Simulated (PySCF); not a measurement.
# C2H7BF2Si: the cost of one run

The runs use PySCF 2.14.0, with density-fitted response routines of our own; the level of theory stands in each step. All values are computed, except where a source is named. Atoms are numbered from 0 throughout.

## 1. The starting structure

13 atoms, charge 0, multiplicity 1; geometry from: GFN2-xTB. The atoms were then displaced at random by about 0.01 Å, so the start is not that level's minimum.

Bonds of the start (Å): C0–C1 1.55, C1–Si2 1.91, C1–B3 1.55, B3–F4 1.32, B3–F5 1.32, C0–H6 1.09, C0–H7 1.09, C0–H8 1.07, C1–H9 1.10, Si2–H10 1.48, Si2–H11 1.46, Si2–H12 1.47.

## 2. Optimising the geometry at PBE0-D3(BJ)/def2-SVP

The job: settings as JSON, then the geometry in Å.

```
{"job": {"xc": "PBE0", "basis": "def2-SVP", "d3": "d3bj", "grid": 1, "shake": 0.01, "kind": "geom"}, "charge": 0, "multiplicity": 1}
C     -0.584760    -1.392050    -0.301640
C     -0.434750     0.030770     0.286480
Si     1.417550     0.376800     0.622300
B     -0.903100     1.195550    -0.618250
F     -1.281850     2.374030    -0.146200
F     -0.976800     1.138620    -1.938600
H     -0.165060    -1.415730    -1.302770
H     -1.645850    -1.613110    -0.390090
H     -0.122960    -2.113820     0.332710
H     -0.926020     0.074610     1.273130
H      1.871240    -0.689640     1.542060
H      2.190550     0.317580    -0.618940
H      1.567620     1.699500     1.249480
```

Run with:

```bash
OMP_NUM_THREADS=1 python probes_run.py task.json out
```

This one command runs all jobs of the session in turn.

Q: Estimate the wall time and peak memory of this first job on 1 thread of Arm Neoverse V1, shared host.

About 2.1 min, with a peak of 0.5 GiB.
